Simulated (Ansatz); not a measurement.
Working through a convergence test of the plane-wave cutoff of Ti, space group P6/mmm

Computed with the Python package of Ansatz (0.2.0).

At the Python prompt:
```pycon
>>> import warnings
>>> import ansatz as az
>>> from tabulate import tabulate
>>> warnings.simplefilter("ignore", az.DeckWarning)
>>> lattice = az.Lattice.of(
...     (4.6, 0.0, 0.0),
...     (-2.3, 3.98371686, 0.0),
...     (0.0, 0.0, 2.82),
... )
>>> sites = [
...     ("Ti", (0.0, 0.0, 0.0)),
...     ("Ti", (1 / 3, 2 / 3, 0.5)),
...     ("Ti", (2 / 3, 1 / 3, 0.5)),
... ]
>>> ti = az.Crystal(lattice=lattice)
>>> for symbol, position in sites:
...     ti = ti.atom(symbol, position)
...
>>> ti.resolved().sites[-1]
Site(symbol='Ti', position=(0.6666666666666666, 0.3333333333333333, 0.5), moment=None, axis=None, held=None, saved=None)
>>> calculation = (
...     ti.calculation()
...     .kpoints(8, 8, 12)
...     .functional("r2scan")
...     .occupations("fermi_dirac")
... )
>>> rows = []
>>> for value in [250, 350, 450, 550, 650]:
...     r = calculation.basis(value).run(threads=1).report
...     rows.append((value, r["free_energy_ev"] / len(r["lattice"]["sites"]), r["n_iterations"], r["n_pw"]))
...
>>> print(tabulate(rows, headers=["cutoff (eV)", "F/atom (eV)", "iterations", "plane waves"], floatfmt=".4f", tablefmt="plain"))
  cutoff (eV)    F/atom (eV)    iterations    plane waves
          250     -2503.4846             8            445
          350     -2504.3899             9            747
          450     -2504.3971             9           1119
          550     -2504.3998             9           1529
          650     -2504.4010             9           1907
>>> for row in rows[:-1]:
...     shift = 1000 * (row[1] - rows[-1][1])
...     print(f"{row[0]}: {shift:+.2f} meV/atom" + ("  (within 2 meV)" if abs(shift) < 2 else ""))
...
250: +916.38 meV/atom
350: +11.14 meV/atom
450: +3.91 meV/atom
550: +1.27 meV/atom  (within 2 meV)
```

From 550 eV on it stays within 2 meV an atom of the value at 650 eV; the first row (250 eV) is off by 916.4 meV and the last but one by 1.27 meV. The energy falls steadily, as expected when plane waves are added. The last run costs about 3.6 times the first.

What to keep in mind:
- This isn't the structure that Ti takes at ambient conditions.
- Shifts are counted from the last row, which is itself no proven limit.
- The script silences the warnings on its input, which a real study should read.
- Timing: 29 s on 1 thread of Intel(R) Xeon(R) Platinum 8488C (Sapphire Rapids) (shared host), peak memory 0.6 GiB.
